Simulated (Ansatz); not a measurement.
**Al2H4: atomisation energy in Python**

How much energy holds Al2H4 together? A script is to give an atomisation energy; the system is Al2H4.

Program: Ansatz 0.2.0, driven from Python. Level of theory: CCSD(T)/6-31G*. These are calculated values, not measurements.

## Step 1: The structure

Bond lengths: Al1–Al2 2.496 Å, Al1–H3 1.655 Å, Al1–H4 1.573 Å, Al2–H5 1.609 Å, Al2–H6 1.610 Å. Angles: Al1–Al2–H5 118.6°, Al1–Al2–H6 121.5°, H5–Al2–H6 119.9°, Al2–Al1–H3 117.9°, Al2–Al1–H4 119.1°, H3–Al1–H4 122.8°.

No structure file is read: the coordinates are typed or built in the script.

## Step 2: The script

The input, tae_al2h4.py:

```python
from collections import Counter

import ansatz


def energy_of(molecule, charge=0, unpaired=0):
    calc = (
        molecule.calculation()
        .basis(gaussian='6-31G*')
        .correlation('CCSD(T)')
    )
    if charge:
        calc = calc.charge(charge)
    if unpaired:
        calc = calc.spin('collinear', total=unpaired)
    return calc.run().report['free_energy_ev']

geometry_ang = [
    ('Al', (-0.6159, -1.1018, -0.1009)),
    ('Al', (0.6454, 1.0417, 0.1049)),
    ('H', (-2.1131, -1.1907, 0.5996)),
    ('H', (-0.017, -2.2593, -0.9826)),
    ('H', (2.0671, 1.1727, -0.638)),
    ('H', (0.0756, 2.2735, 0.9707)),
]
system = ansatz.Crystal.molecule()
for symbol, xyz in geometry_ang:
    system = system.atom(symbol, xyz)

unpaired = {'Al': 1, 'H': 1}
counts = Counter(site.symbol for site in system.cartesian_sites)
atom_energy = {s: energy_of(ansatz.Crystal.molecule().atom(s, (0, 0, 0)), 0, unpaired[s]) for s in counts}
whole = energy_of(system, 0, 0)
for s, e in atom_energy.items():
    print(f'{s:2s} x{counts[s]}  {e:14.5f} eV')
print(f'Al2H4: {whole:.5f} eV')
split = sum(counts[s] * e for s, e in atom_energy.items()) - whole
print(f'atomisation energy (no zero-point term): {96.485332 * split:.1f} kJ/mol, {split / sum(counts.values()):.3f} eV an atom')
```

## Step 3: What the engine is handed

The engine receives this input (first run):

```yaml
crystal:
  periodic: [false, false, false]
  atoms:
    - { symbol: Al, position_ang: [0.0, 0.0, 0.0] }
basis:
  gaussian:
    orbitals: "6-31G*"
magnetization:
  spin_polarized: true
  initial_magnetization: 1.0
correlation:
  method: ccsd_t
```

## Step 4: Running it

Command:

```
> python tae_al2h4.py
```

The log of the run:

```text
Al x2     -6582.47151 eV
H  x4       -13.55761 eV
Al2H4: -13230.74981 eV
atomisation energy (no zero-point term): 1116.9 kJ/mol, 1.929 eV an atom
```

It took 0.9 s on 1 thread of Arm Neoverse V2, shared host; peak memory 0.15 GiB.

## Step 5: What changed from run to run

The engine's inputs for the other runs:

Run 2, against run 1:

```diff
@@ -4 +4 @@
-    - { symbol: Al, position_ang: [0.0, 0.0, 0.0] }
+    - { symbol: H, position_ang: [0.0, 0.0, 0.0] }
```

Run 3, against run 1:

```diff
@@ -4 +4,6 @@
-    - { symbol: Al, position_ang: [0.0, 0.0, 0.0] }
+    - { symbol: Al, position_ang: [-0.6159, -1.1018, -0.1009] }
+    - { symbol: Al, position_ang: [0.6454, 1.0417, 0.1049] }
+    - { symbol: H, position_ang: [-2.1131, -1.1907, 0.5996] }
+    - { symbol: H, position_ang: [-0.017, -2.2593, -0.9826] }
+    - { symbol: H, position_ang: [2.0671, 1.1727, -0.638] }
+    - { symbol: H, position_ang: [0.0756, 2.2735, 0.9707] }
@@ -8,3 +12,0 @@
-magnetization:
-  spin_polarized: true
-  initial_magnetization: 1.0
```

Lines on the test bed's own set-up are left out of the output.

## Step 6: What each run gave

From the records of these 3 runs:

```
run  system  unpaired or total moment  energy (eV)  <S²>  iterations in all  CPU time (s)
  1      Al                         1   -6582.4715  0.76                 77          0.15
  2       H                         1     -13.5576  0.75                 14          0.03
  3   Al2H4                   not set  -13230.7498  0.00                 15          0.31
```

Totals carry meaning only in balanced differences at one level of theory.

## Step 7: Summary of results

| quantity | value |
| --- | --- |
| atomisation energy, no zero point | 1116.9 kJ/mol |
| runs compared | 3 |

Zero-point motion and spin-orbit terms of the atoms are left out, and both would lower it. 1116.9 kJ/mol from the electronic energies, without the zero-point term. Reading the output:
- The geometry is a force-field or estimated start, not a minimum of this method, and the basis set is short of its limit. All parts are taken at fixed geometry, without zero-point energy.
- In double-zeta sets correlated atomisation energies come out some 10 to 15 % low.
